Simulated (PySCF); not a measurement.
# C5H10FN: the cost of one run

Programs: PySCF 2.14.0, with routines of our own; each step states its level. All values are computed. Atoms count from 0.

## 1. The system as given

17 atoms, charge 0, multiplicity 1; geometry from: GFN2-xTB.

## 2. Magnetic properties: GIAO wB97X-D/pcSseg-1

Job settings and geometry (Å):

```
{"job": {"kind": "mag", "xc": "wB97X-D", "basis": "pcSseg-1", "isotopologues": 2}, "charge": 0, "multiplicity": 1}
C     -1.835608    -1.027412     0.154072
C     -1.181656     0.312798     0.247684
N     -1.665950     1.166307     1.032810
C      0.034303     0.523160    -0.632735
C      1.299520     0.673649     0.215792
C      1.657967    -0.590881     0.978575
F      2.349735     0.999814    -0.627601
H     -2.256529    -1.154792    -0.842157
H     -1.105463    -1.817797     0.314522
H     -2.629808    -1.102394     0.890009
H     -1.194949     2.068690     1.048529
H     -0.094408     1.438237    -1.217682
H      0.166440    -0.310603    -1.323353
H      1.204026     1.524229     0.904688
H      0.880844    -0.811410     1.705019
H      2.601676    -0.452096     1.500118
H      1.762862    -1.427472     0.291261
```

Level: GIAO wB97X-D/pcSseg-1 magnetisability, rotational g tensor and spin-rotation constants, non-relativistic, gas phase.

On the command line:

```sh
OMP_NUM_THREADS=1 python excited_run.py task.json out
```

The driver reads the jobs from task.json and runs them one after another.

**Question.** How long does this first job take on 1 thread of Arm Neoverse N1, shared host, and how much memory does it need?

About 52 s, with a peak of 0.97 GiB.
